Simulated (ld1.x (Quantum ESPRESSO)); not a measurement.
# In: variants of one PAW potential, part 2 of 2

One potential is built and tested. Then one design choice at a time is changed, to learn what it costs or gains.

ld1.x (Quantum ESPRESSO) 7.5; first potential PBE, scalar-relativistic. Step numbers count through all parts.

## 4. Scattering by logarithmic derivatives

Taken from the files of the generation run. The phase is arctan(r·u′/u) with u = r·R, unwrapped, with energies in Ry. A pole is an energy at which the radial function vanishes at the test radius. The pseudo phase is shifted by a multiple of π to meet the all-electron one at the reference energy. Levels narrower than the energy grid can be missing from the poles. The last column is the largest difference on the grid between −1 and +1 Ry.

| channel | radius (bohr) | reference (Ry) | poles AE | poles PS | window around the reference with phases within 0.05 rad (Ry) | largest difference near zero (rad) |
| --- | --- | --- | --- | --- | --- | --- |
| s | 2.56 | -1.74 | -0.12 | -0.12 | the whole range | 0.005 |
| p | 2.56 | -1.19 | 1.19 | 1.16, 3.44 | below 2.5 | 0.002 |
| d | 2.56 | -2.68 | -2.57, 3.56 | -2.57, 3.57 | the whole range | 0.001 |

Phases (rad) along the scan:

| E (Ry) | s AE | s PS | p AE | p PS |
| --- | --- | --- | --- | --- |
| -5.00 | 1.329 | 1.329 | 1.353 | 1.351 |
| -4.48 | 1.299 | 1.299 | 1.331 | 1.330 |
| -3.96 | 1.256 | 1.256 | 1.304 | 1.303 |
| -3.44 | 1.185 | 1.185 | 1.265 | 1.264 |
| -2.92 | 1.045 | 1.045 | 1.205 | 1.205 |
| -2.40 | 0.659 | 0.658 | 1.101 | 1.101 |
| -1.88 | -0.515 | -0.515 | 0.876 | 0.876 |
| -1.36 | -1.224 | -1.224 | 0.223 | 0.223 |
| -0.84 | -1.441 | -1.441 | -0.833 | -0.833 |
| -0.32 | -1.543 | -1.537 | -1.262 | -1.262 |
| 0.20 | -1.608 | -1.608 | -1.428 | -1.429 |
| 0.72 | -1.659 | -1.659 | -1.517 | -1.518 |
| 1.24 | -1.709 | -1.709 | -1.576 | -1.579 |
| 1.76 | -1.765 | -1.765 | -1.623 | -1.632 |
| 2.28 | -1.840 | -1.840 | -1.666 | -1.694 |
| 2.80 | -1.964 | -1.965 | -1.711 | -1.877 |
| 3.32 | -2.225 | -2.232 | -1.766 | -4.654 |
| 3.84 | -2.940 | -2.979 | -1.846 | -4.807 |
| 4.36 | -3.904 | -3.942 | -1.986 | -4.883 |
| 4.88 | -4.292 | -4.315 | -2.315 | -4.970 |

## 5. Cutoff and ghost test in a Bessel basis

This step uses the generator's waves and projectors in a separate script. Basis: spherical Bessel functions vanishing at 20 bohr, q² up to the cutoff; potential fixed at the reference.

All-electron valence levels (Ry): 5s -1.7398, 5p -1.1919, 4d -2.6849. The lowest levels of each channel (Ry) by cutoff; the last column sums, over occupied levels, occupation times the distance from the level at 400 Ry. A positive value at high cutoff is not a bound level.

| cutoff (Ry) | s #1 | p #1 | d #1 | f #1 | Σ f·Δε (mRy) |
| --- | --- | --- | --- | --- | --- |
| 8 | -1.7368 | -1.1916 | -1.4415 | -0.3021 | 12436.7 |
| 12 | -1.7395 | -1.1918 | -2.0405 | -0.3029 | 6444.4 |
| 21 | -1.7398 | -1.1918 | -2.5968 | -0.3033 | 881.3 |
| 30 | -1.7398 | -1.1919 | -2.6766 | -0.3034 | 82.6 |
| 40 | -1.7398 | -1.1919 | -2.6840 | -0.3034 | 8.6 |
| 50 | -1.7398 | -1.1919 | -2.6845 | -0.3034 | 4.0 |
| 70 | -1.7398 | -1.1919 | -2.6848 | -0.3034 | 0.9 |
| 90 | -1.7398 | -1.1919 | -2.6849 | -0.3034 | 0.2 |
| 400 | -1.7398 | -1.1919 | -2.6849 | -0.3034 | 0.0 |

The sum stays within 10 mRy from 40 Ry and within 1 mRy from 70 Ry. The sum leaves out empty levels, which can need more. Ghost test: no level below the all-electron spectrum of its channel (s, p, d, f tested).

## 6. Changed: core correction a·sin(br)/r model core inside 2.14 bohr (was a·sin …

In full, the change is: core correction a·sin(br)/r model core inside 2.14 bohr (was a·sin(br)/r model core, default radius (core density twice the valence density)).

The input, In.in:

```
 &input
   title='In', zed=49., rel=1, dft='PBE', iswitch=3,
   config='[Kr] 4d10 5s1 5p0',
   nld=3, rlderiv=2.55, eminld=-5.0, emaxld=5.0, deld=0.02
 /
 &inputp
   pseudotype=3, lpaw=.true., tm=.true., lloc=-1, rcloc=1.75,
   nlcc=.true., rcore=2.14,
   which_augfun='PSQ', rmatch_augfun_nc=.true.,
   file_pseudopw='In.UPF', file_wfcaegen='ae.wfc', file_wfcncgen='nc.wfc', file_beta='beta', file_chi='chi', file_wfcusgen='us.wfc'
 /
6
5S  1  0   1.00   0.00  1.85  2.05  0.0
5S  1  0   0.00   0.75  1.85  2.05  0.0
5P  2  1   0.00   0.00  1.90  2.35  0.0
5P  2  1   0.00  -0.70  1.90  2.35  0.0
4D  3  2  10.00   0.00  1.45  1.75  0.0
4D  3  2   0.00  -1.80  1.45  1.75  0.0
 &test
   configts(1)='4d10 5s1 5p0'
 /
```

The run is started by

```bash
$ ld1.x < In.in > In.out
```

The output, In.out (without the banner and most projector matrices):

```text
     Program LD1 v.7.5
     [... all-electron run as in step 2 ...]


     --------------------- Generating PAW atomic setup --------------------

      Generating local potential from pseudized AE potential:
      Matching radius rcloc =   1.7500

      Local pseudo, rcloc= 1.747 Estimated cut-off energy=     7.74 Ry

      Computing core charge for nlcc:

       r > 2.16 : true rho core
       r < 2.16 : rho core = a sin(br)/r    a=   0.16  b=   1.33

      Integrated core pseudo-charge :   0.29
      Wfc-us  5S rcutus= 2.030  Estimated cut-off energy=    10.74 Ry
      Wfc-us  5S rcutus= 2.030  Estimated cut-off energy=    15.00 Ry
      Wfc-us  5P rcutus= 2.359  Estimated cut-off energy=    13.32 Ry
      Wfc-us  5P rcutus= 2.359  Estimated cut-off energy=    14.05 Ry
      Wfc-us  4D rcutus= 1.747  Estimated cut-off energy=    38.99 Ry
      Wfc-us  4D rcutus= 1.747  Estimated cut-off energy=    51.34 Ry

     Required augmentation: PSQ   radius:    2.350000

     Q pseudized with Bessel functions
     Expected ecutrho=     198.5011 due to l1=  2   l2=  2

     Estimated PAW energy = -408.766844 Ryd

     The PAW screened D coefficients
     1.34401     1.43163     0.00000     0.00000     0.00000     0.00000
     1.43163     1.54215     0.00000     0.00000     0.00000     0.00000
     0.00000     0.00000     0.65404     0.61100     0.00000     0.00000
     0.00000     0.00000     0.61100     0.57118     0.00000     0.00000
     0.00000     0.00000     0.00000     0.00000    -2.43423    -1.35974
     0.00000     0.00000     0.00000     0.00000    -1.35974    -0.78193

     The PAW descreened D coefficients (US)
     1.25495     1.00952     0.00000     0.00000     0.00000     0.00000
     1.00952     0.82755     0.00000     0.00000     0.00000     0.00000
     0.00000     0.00000     0.73995     0.65275     0.00000     0.00000
     0.00000     0.00000     0.65275     0.57486     0.00000     0.00000
     0.00000     0.00000     0.00000     0.00000     2.06203     1.33843
     0.00000     0.00000     0.00000     0.00000     1.33843     0.81123

     ------------------- End of pseudopotential generation -------------------

     [... all-electron run as in step 2 ...]


     Computing logarithmic derivative in   2.55857
     Computing logarithmic derivative in   2.55857
     Computing the partial wave expansion
     R is outside the sphere for l=    0 j= 0.00
     R is outside the sphere for l=    0 j= 0.00
     R is outside the sphere for l=    1 j= 0.00
     R is outside the sphere for l=    1 j= 0.00
     R is outside the sphere for l=    2 j= 0.00
     R is outside the sphere for l=    2 j= 0.00

     ---------------------- Testing the pseudopotential ----------------------

     In
     scalar relativistic calculation

     atomic number is 49.00   valence charge is 13.00
     dft = SLA  PW   PBX  PBC   lsd =0 sic =0 latt =0  beta=0.20 tr2=1.0E-14
     mesh =1241 r(mesh) = 100.30140 xmin = -7.00 dx = 0.01250

     n l     nl             e AE (Ry)        e PS (Ry)    De AE-PS (Ry)
     3 2     4D   1(10.00)       -2.68486       -2.68487        0.00001
     1 0     5S   1( 1.00)       -1.73982       -1.73982        0.00001
     2 1     5P   1( 0.00)       -1.19185       -1.19185        0.00000

     eps = 9.8E-16  iter =  4

     Etot =  -11761.470178 Ry,   -5880.735089 Ha, -160022.953921 eV
     Etotps =  -408.766868 Ry,    -204.383434 Ha,   -5561.556569 eV

     Ekin =     218.708664 Ry,     109.354332 Ha,    2975.682972 eV
     Encl =    -396.978790 Ry,    -198.489395 Ha,   -5401.171593 eV
     Ehrt =      87.625513 Ry,      43.812757 Ha,    1192.205843 eV
     Ecxc =    -318.122256 Ry,    -159.061128 Ha,   -4328.273790 eV
     (Ecc =      -0.108432 Ry,      -0.054216 Ha,      -1.475287 eV)

     ---------------------- End of pseudopotential test ----------------------
```

Wall time 2.1 s (1 thread, shared host). This counts the later configuration tests of the new file too.

The test run was repeated on this file; only its results are given.

The tests as a table, with energies relative to 4d10 5s1 5p0.

| valence configuration | charge | ΔE all-electron (eV) | error AE − PS (meV) |
| --- | --- | --- | --- |
| 4d10 5s2 5p1 | 0 | -24.598 | +8.7 |
| 4d10 5s2 5p0 | +1 | -19.235 | +5.5 |
| 4d10 5s0 5p0 | +3 | 28.320 | -6.4 |
| 4d10 5s1 5p1 | +1 | -12.642 | +3.7 |
| 4d10 5s2 5p1.3 | -0.3 | -25.130 | +9.0 |
| 4d10 5s1 5p2 | 0 | -18.757 | +6.0 |
| 4d10 5s2 5p0.5 | +0.5 | -22.657 | +7.4 |

With this change the loose cutoff stays at 40 Ry, the largest test error goes from -8.6 to +9.0 meV and there is no bound ghost. The cutoff and ghost tests hold the potential at its reference, so a core or compensation setting can't move them.

## 7. Now with type TM; waves now 5s (bound): rc 2.05 bohr; 5p (bound, empty): rc 2.35 bohr; 4d (bound) …

In full, the change is: type TM; waves now 5s (bound): rc 2.05 bohr; 5p (bound, empty): rc 2.35 bohr; 4d (bound): rc 1.75 bohr; local potential all-electron potential smoothed inside 1.45 bohr (lloc = -1).

The input, In.in:

```
 &input
   title='In', zed=49., rel=1, dft='PBE', iswitch=3,
   config='[Kr] 4d10 5s1 5p0',
   nld=3, rlderiv=2.55, eminld=-5.0, emaxld=5.0, deld=0.02
 /
 &inputp
   pseudotype=2, tm=.true., lloc=-1, rcloc=1.45,
   nlcc=.true.,
   file_pseudopw='In.UPF', file_wfcaegen='ae.wfc', file_wfcncgen='nc.wfc', file_beta='beta', file_chi='chi'
 /
3
5S  1  0   1.00   0.00  2.05  2.05  0.0
5P  2  1   0.00   0.00  2.35  2.35  0.0
4D  3  2  10.00   0.00  1.75  1.75  0.0
 &test
   configts(1)='4d10 5s1 5p0'
 /
```

The run is started by

```bash
$ ld1.x < In.in > In.out
```

The output, In.out (without the banner and most projector matrices):

```text
     Program LD1 v.7.5
     [... all-electron run as in step 2 ...]


     --------------------- Generating NC pseudopotential ---------------------

      Generating local potential from pseudized AE potential:
      Matching radius rcloc =   1.4500

      Local pseudo, rcloc= 1.467 Estimated cut-off energy=    11.17 Ry

      Computing core charge for nlcc:

       r > 0.68 : true rho core
       r < 0.68 : rho core = a sin(br)/r    a=  22.93  b=   3.07

      Integrated core pseudo-charge :  11.20

      Wfc   5S  rcut= 2.030  Using Troullier-Martins method

      Wfc   5P  rcut= 2.359  Using Troullier-Martins method

      Wfc   4D  rcut= 1.747  Using Troullier-Martins method

     ------------------- End of pseudopotential generation -------------------

     [... all-electron run as in step 2 ...]


     Computing logarithmic derivative in   2.55857
     Computing logarithmic derivative in   2.55857
     Computing the partial wave expansion
     R is outside the sphere for l=    0 j= 0.00
     R is outside the sphere for l=    1 j= 0.00
     R is outside the sphere for l=    2 j= 0.00

     ---------------------- Testing the pseudopotential ----------------------

     In
     scalar relativistic calculation

     atomic number is 49.00   valence charge is 13.00
     dft =PBE   lsd =0 sic =0 latt =0  beta=0.20 tr2=1.0E-14
     mesh =1241 r(mesh) = 100.30140 xmin = -7.00 dx = 0.01250

     n l     nl             e AE (Ry)        e PS (Ry)    De AE-PS (Ry)
     3 2     4D   1(10.00)       -2.68486       -2.68487        0.00001
     1 0     5S   1( 1.00)       -1.73982       -1.73982        0.00000
     2 1     5P   1( 0.00)       -1.19185       -1.19185        0.00000

     eps = 2.1E-16  iter =  6

     Etot =  -11761.470178 Ry,   -5880.735089 Ha, -160022.953921 eV
     Etotps =  -134.218749 Ry,     -67.109374 Ha,   -1826.139104 eV

     Ekin =      87.868608 Ry,      43.934304 Ha,    1195.513315 eV
     Encl =    -249.904031 Ry,    -124.952016 Ha,   -3400.117562 eV
     Ehrt =      86.227982 Ry,      43.113991 Ha,    1173.191465 eV
     Ecxc =     -41.577968 Ry,     -20.788984 Ha,    -565.697076 eV
     (Ecc =     -21.593319 Ry,     -10.796660 Ha,    -293.792076 eV)
     Epseu=     -16.833339 Ry,      -8.416670 Ha,    -229.029246 eV

     ---------------------- End of pseudopotential test ----------------------
```

Wall time 2.1 s (1 thread, shared host). (Generation and the later configuration tests together.)

The test run was repeated on this file; only its results are given.

5 tests gave no usable energy difference (4d10 5s2 5p1; 4d10 5s1 5p1; 4d10 5s2 5p1.3; 4d10 5s1 5p2; others).

Excitation and ionisation energies from 4d10 5s1 5p0, with the error of the potential.

```csv
valence configuration,charge,ΔE all-electron (eV),error AE − PS (meV)
4d10 5s2 5p0,+1,-19.235,-2.5
4d10 5s0 5p0,+3,28.320,-18
```

Compared with the first run, the loose cutoff goes from 40 Ry to 70 Ry, the largest error in the tests that it solved is -18 meV (4d10 5s0 5p0), a bound ghost appears (s, p) and the phase difference near zero goes from 0.01 to 0.05 rad.

## 8. Comparison

The summary covers parts 1 to 2.

Cutoffs, loose and tight: the cutoffs (Ry, on a coarse ladder) from which the occupation-weighted sum of valence levels, in a spherical-Bessel basis at the reference potential, stays within 10 and 1 mRy of its value at 400 Ry; empty and scattering waves don't count. The number of plane waves in a given cell goes as the cutoff to the power 3/2; it is given for the loose cutoff, relative to the first potential. Test errors are all-electron less pseudo; runs with another core, reference, functional or relativity have tests of their own. The phase difference is the largest within 1 Ry of zero, over the channels with partial waves. A dash means not determined. The table holds 7 more runs of the series, not printed above.

```tsv
change	outcome	cutoff, loose	cutoff, tight	plane waves, relative	bound ghosts	largest test error (meV)	phase difference near zero (rad)	lowest overlap eigenvalue (Bessel basis)
first potential	generated	40 Ry	70 Ry	1.00	none	-8.6	0.005	0.481
core correction a·sin(br)/r model core inside 2.14 bohr (was a·sin(br)/r model core, default radius (core density twice the valence density))	generated	40 Ry	70 Ry	1.00	none	+9.0	0.005	0.481
type TM; waves now 5s (bound): rc 2.05 bohr; 5p (bound, empty): rc 2.35 bohr; 4d (bound): rc 1.75 bohr; local potential all-electron potential smoothed inside 1.45 bohr (lloc = -1)	generated	70 Ry	110 Ry	2.32	s, p	-18 (5 tests unsolved)	0.052	–
functional PW91	generated	40 Ry	70 Ry	1.00	none	-8.8	0.002	0.483
all radii scaled by 1.38 (s 2.82, p 3.24, d 2.42 bohr); local potential all-electron potential smoothed inside 2.42 bohr (lloc = -1)	generated	18 Ry	30 Ry	0.30	none	+13 (1 test unsolved)	0.128	0.067
augmentation PSQ, radius 1.20 bohr	failed: new_paw_hamiltonian: negative rho	–	–	–	–	–	–	–
waves 5p (bound, empty): rcut 1.90, rcutus 2.02 bohr; 5p channel at -0.7 Ry: rcut 1.90, rcutus 2.02 bohr	generated	40 Ry	70 Ry	1.00	p	-8.6	0.008	0.481
local potential all-electron potential smoothed inside 1.55 bohr (lloc = -1)	generated	40 Ry	70 Ry	1.00	s	-8.6	0.005	0.458
reference 4d10 5s2 5p1; waves 5p (bound): rcut 1.90, rcutus 2.35 bohr	generated	45 Ry	70 Ry	1.19	none	-115	0.005	0.445
waves 4d (bound): rcut 1.45, rcutus 2.02 bohr; 4d channel at -1.8 Ry: rcut 1.45, rcutus 2.02 bohr	generated	30 Ry	45 Ry	0.65	none	-8.4	0.066	0.222
```

**Reading.** The softest is the variant "all radii scaled by 1.38 (s 2.82, p 3.24, d 2.42 bohr); local potential …", at 18 Ry; the highest cutoff read, 70 Ry, costs 7.7 times the plane waves. Among those with the same tests and no ghost or faulty overlap, the variant "waves 4d (bound): rcut 1.45, rcutus 2.02 bohr; 4d channel at -1.8 Ry: rcut …" has the smallest worst error, -8.4 meV. 3 of the 9 potentials written have a bound ghost. 1 of the changes stops the generator.

The first potential by itself. The worst unpolarised test, 4d10 5s0 5p0, is off by 8.6 meV on 28.3 eV; by total energies transferability rates as good. It counts as of middling hardness, with 40 Ry needed at the looser tolerance. The slowest occupied level is 4d: taken alone it needs 40 Ry to come within 1 mRy, against 10 Ry for 5s. The Bessel-basis test finds no level below the valence levels.
